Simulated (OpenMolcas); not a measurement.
# BSiH4O2F (SMILES OB(F)O[SiH3]) at 6 levels

We compute a comparison of 6 runs (HF/STO-3G, M06-L/6-31G*, PBE/6-31G*, r2SCAN/6-31G*, B3LYP/6-31G*, CCSD(T)/6-31G*) of BSiH4O2F. 

The calculation is run with OpenMolcas 26.06.

### Step 1. Starting point

BSiH4O2F: 9 atoms, total charge 0, spin state singlet. SMILES: `OB(F)O[SiH3]`. The coordinates come from a PBE0-D4/def2-TZVP relaxation. This is one conformer, not always the lowest.

Bond lengths: O1–B2 1.359 Å, B2–F3 1.334 Å, B2–O4 1.348 Å, O4–Si5 1.655 Å, O1–H6 0.960 Å, Si5–H7 1.480 Å, Si5–H8 1.484 Å, Si5–H9 1.484 Å. Some angles: O1–B2–F3 120.0°, O1–B2–O4 121.1°, F3–B2–O4 118.9°, B2–O4–Si5 131.9°, B2–O1–H6 113.4°, O4–Si5–H7 106.4°, O4–Si5–H8 110.2°, O4–Si5–H9 110.2°, H7–Si5–H8 110.1°, H7–Si5–H9 110.1°.

### Step 2. Energy and gradient at HF/STO-3G (run 1)

File mol.inp:

```
&GATEWAY
 BasLib=$CurrDir
 BasisSet
 O.STO-3G....
 O1 -1.614100 0.556700 0.394000 angstrom
 O4 0.708900 0.466900 0.006200 angstrom
 End of Basis
 BasisSet
 B.STO-3G....
 B2 -0.395400 1.157100 0.352700 angstrom
 End of Basis
 BasisSet
 F.STO-3G....
 F3 -0.277300 2.450800 0.657900 angstrom
 End of Basis
 BasisSet
 Si.STO-3G....
 Si5 0.934200 -1.114900 -0.425000 angstrom
 End of Basis
 BasisSet
 H.STO-3G....
 H6 -2.322500 1.149900 0.654100 angstrom
 H7 2.381900 -1.273900 -0.690900 angstrom
 H8 0.154500 -1.427600 -1.647800 angstrom
 H9 0.518200 -2.011000 0.681800 angstrom
 End of Basis

&SEWARD

&SCF
 Thresholds=1e-10 1e-07 1e-07 1e-05
 PrOrbitals=1 2

&ALASKA
```

The basis set STO-3G is read from a file made from the Basis Set Exchange's data (not shown).

Started as:

```
$ export MOLCAS_MEM=1860
$ pymolcas mol.inp > mol.log
```

Log:

```text
--- Start Module: gateway ---
[...]
--- Stop Module: gateway /rc=_RC_ALL_IS_WELL_ ---
[...]
      Basis functions           33
[...]
--- Start Module: scf ---
[...]
       Convergence after  12 Iterations
[...]
::    Total SCF energy                               -558.2206865793
[...]
      Total spin, S                                     0.0000000000
[...]
      Total electronic charge=   48.000000
      Total            charge=   -0.000000
[...]
      Dipole Moment (debye):
      Origin of the operator (angstrom)=    0.0295    0.4350    0.1051
                   X= -7.0459E-01               Y= -7.4322E-01               Z= -7.4387E-02           Total=  1.0268E+00
      Quadrupole Moment (debye*angstrom):
[...]
 *              Molecular gradients               *
 **************************************************
  Irreducible representation: a
 ------------------------------------------------------------------------------------------
                              X                       Y                       Z
 ------------------------------------------------------------------------------------------
  O1               -1.41182302237155E-02    2.43793513885411E-02    8.31818854957772E-03
  O4                1.36436918984248E-02   -1.64391649814721E-02   -6.27048614976267E-03
  B2               -2.17750933266747E-02   -5.46408018058542E-03    2.07771125943323E-03
  F3                2.13723733148496E-03    1.35101959894932E-02    3.01752279362333E-03
  SI5              -7.50650527246322E-04    2.91822218270354E-02    7.41463706511780E-03
  H6                1.63625049510747E-02   -1.87560951787904E-02   -7.26998905543930E-03
  H7                3.01551648776792E-02   -2.65698615018972E-03   -5.37749303280988E-03
  H8               -1.66527385154320E-02   -5.71201647842434E-03   -2.54642042720832E-02
[...]
```

Run time: 1.4 s. Hardware: 1 thread of Intel Xeon 6975P-C (Granite Rapids), shared host; peak memory 0.37 GiB.

### Step 3. Energy and gradient at M06-L/6-31G(d) (spherical functions) (run 2)

File test.input:

```
>>> EXPORT MOLCAS_PRINT=2

&GATEWAY
 BasLib = $CurrDir
 Coord
 9
 angstrom
 O       -1.614100       0.556700       0.394000
 B       -0.395400       1.157100       0.352700
 F       -0.277300       2.450800       0.657900
 O        0.708900       0.466900       0.006200
 Si       0.934200      -1.114900      -0.425000
 H       -2.322500       1.149900       0.654100
 H        2.381900      -1.273900      -0.690900
 H        0.154500      -1.427600      -1.647800
 H        0.518200      -2.011000       0.681800
 Basis = 6-31Gs
 Group = NoSym

&SEWARD
 GridInput
 Grid=UltraFine
 End of Grid

&SCF
 KSDFT = M06L
 Thresholds = 1e-10 1e-07 1e-07 1e-05
 PrOrbitals = 1 2

&ALASKA
```

The basis set 6-31G* is read from a file made from the Basis Set Exchange's data (not shown).

Started as:

```
$ export MOLCAS_MEM=1860
$ pymolcas test.input > test.log
```

Log:

```text
--- Start Module: gateway ---
[...]
--- Stop Module: gateway /rc=_RC_ALL_IS_WELL_ ---
[...]
      Basis functions           82
[...]
--- Start Module: scf ---
[...]
       Convergence after  15 Iterations
[...]
::    Total KS-DFT energy                            -567.1782774150
[...]
      Total spin, S                                     0.0000000000
[...]
      Total electronic charge=   48.000000
      Total            charge=   -0.000000
[...]
      Dipole Moment (debye):
      Origin of the operator (angstrom)=    0.0295    0.4350    0.1051
                   X= -1.2911E+00               Y= -3.6357E-01               Z=  1.1280E-01           Total=  1.3461E+00
      Quadrupole Moment (debye*angstrom):
[...]
 *              Molecular gradients               *
 **************************************************
  Irreducible representation: a
 ------------------------------------------------------------------------------------------
                              X                       Y                       Z
 ------------------------------------------------------------------------------------------
  O1               -6.85256176176097E-04    7.19600532775999E-03    1.90167895839574E-03
  B2                1.25488091167436E-03   -6.40735432158923E-04   -3.38958461748473E-04
  F3               -5.13221222742111E-04   -3.21987718432126E-03   -7.32434311871977E-04
  O4               -2.48154140643031E-03   -5.35189508461098E-03   -9.58810339121152E-04
  SI5               3.11833955653817E-04    6.45842028518118E-03    1.56228813974302E-03
  H6                1.75820303374064E-03   -3.93463730046273E-03   -1.25865897241062E-03
  H7                2.89898454586623E-03    1.34256672652877E-04   -4.20386556827745E-04
  H8               -1.59243591213976E-03    2.04317164531176E-04   -1.96051609736703E-03
[...]
```

Run time: 29 s. Hardware: 1 thread of Intel Xeon 6975P-C (Granite Rapids), shared host; peak memory 0.46 GiB.

Runs 3 to 5 aren't shown in full; the table further down has their settings and results.

### Step 4. The energy at CCSD(T)/6-31G(d) (spherical functions) (run 6)

File geom.xyz:

```xyz
9

O     -1.614100     0.556700     0.394000
B     -0.395400     1.157100     0.352700
F     -0.277300     2.450800     0.657900
O      0.708900     0.466900     0.006200
Si     0.934200    -1.114900    -0.425000
H     -2.322500     1.149900     0.654100
H      2.381900    -1.273900    -0.690900
H      0.154500    -1.427600    -1.647800
H      0.518200    -2.011000     0.681800
```

File run.input:

```
* BFH4O2Si CCSD(T)

&GATEWAY
 BasLib=$CurrDir
 Coord=geom.xyz
 Basis=6-31Gs
 Group=NoSym

&SEWARD

&SCF
 Thresholds=1e-10 1e-07 1e-07 1e-05
 PrOrbitals=0

&RASSCF
 FileOrb=$Project.ScfOrb
 Spin=1
 Nactel=0 0 0
 Inactive=24
 Ras2=0
 OutOrbitals=Canonical
 OrbListing=Nothing

&MOTRA
 JobIph
 Frozen=9

&CCSDT
 CCT
 Triples=2
 Iterations=80
 Accuracy=1e-08
 Extrapolation=5 4
```

The basis set 6-31G* is read from a file made from the Basis Set Exchange's data (not shown).

Started as:

```
$ export MOLCAS_MEM=1860
$ pymolcas run.input > run.log
```

Log:

```text
--- Start Module: gateway ---
[...]
--- Stop Module: gateway /rc=_RC_ALL_IS_WELL_ ---
[...]
      Basis functions           82
[...]
       Convergence after  14 Iterations
[...]
::    Total SCF energy                               -565.3041293093
[...]
      Total spin, S                                     0.0000000000
[...]
      Number of active orbitals                  0
[...]
      Spin quantum number                      0.0
[...]
      Active orbitals                            0
[...]
      Number of CSFs                             1
[...]
      Number of root(s) required                 1
[...]
      Convergence after  4 iterations
[...]
      Natural orbitals and occupation numbers for root  1
      ************************************************************************************************************************
      *                                                    Final results                                                     *
      ************************************************************************************************************************
[...]
::    RASSCF root number  1 Total energy:   -565.30412931
[...]
      Total electronic charge=   48.000000
      Total            charge=   -0.000000
[...]
      Dipole Moment (debye):
      Origin of the operator (angstrom)=    0.0295    0.4350    0.1051
                   X= -1.3139E+00               Y= -5.1253E-01               Z=  7.9265E-02           Total=  1.4125E+00
      Quadrupole Moment (debye*angstrom):
[...]
--- Start Module: motra ---
[...]
--- Stop Module: motra /rc=_RC_ALL_IS_WELL_ ---
--- Start Module: ccsdt ---
[...]
      Convergence after                    16  Iterations
      Total energy (diff) :    -565.99950950      -0.00000001
[...]
 METHOD                       : CCSD+T(CCSD)+<T3(1)WT1> = CCSD(T)
[...]
       CCSD     =      -565.9995094956828
[...]
```

Wall time 44 s (1 thread of Intel Xeon 6975P-C (Granite Rapids), shared host); peak memory 0.46 GiB.

### Step 5. All runs side by side

| run | level | integration grid | Cartesian functions | energy (Eh) | dipole moment (D) of the reference | HOMO energy (eV) | LUMO energy (eV) | wall time |
| --- | --- | --- | --- | --- | --- | --- | --- | --- |
| 1 | HF/STO-3G | – | no | -558.220687 | 1.03 | -9.45 | 10.60 | 1.4 s |
| 2 | M06-L/6-31G* (spherical functions) | UltraFine | no | -567.178277 | 1.35 | -7.86 | 0.31 | 29 s |
| 3 | PBE/6-31G* (spherical functions) | UltraFine | no | -566.745637 | 1.35 | -7.42 | -0.30 | 23 s |
| 4 | r2SCAN/6-31G* (spherical functions) | UltraFine | no | -567.045333 | 1.36 | -7.87 | 0.20 | 29 s |
| 5 | B3LYP/6-31G* (Cartesian functions) | UltraFine | yes | -567.235454 | 1.36 | -8.73 | 0.33 | 24 s |
| 6 | CCSD(T)/6-31G* (spherical functions) | – | no | -566.013906 | 1.41 | -12.71 | 3.72 | 44 s |

### Step 6. Outcome

| quantity | value |
| --- | --- |
| run 6: total energy | -566.01391 Eh |
| run 6: dipole moment (mean-field density) | 1.41 D |
| run 6: HOMO energy (Hartree–Fock orbitals) | -12.71 eV |
| run 6: LUMO energy (Hartree–Fock orbitals) | 3.72 eV |
| run 6: HOMO–LUMO gap (Hartree–Fock orbitals) | 16.43 eV |
| run 6: correlation energy (9 core orbitals frozen) | -709.8 mEh |
| run 6: (T) correction | -14.40 mEh |

Over runs 1, 2, 3, 4, 5 the dipole moment (its size) runs from 1.03 D (HF/STO-3G) to 1.36 D (r2SCAN/6-31G*). The two ends differ in method and basis. Over runs 1, 2, 3, 4, 5 the HOMO–LUMO gap runs from 7.12 eV (PBE/6-31G*) to 20.05 eV (HF/STO-3G). Totals of different functionals can't be ranked against each other. In run 1 the basis is minimal, so the values are rough. All runs together took 2.5 min, the longest 44 s.
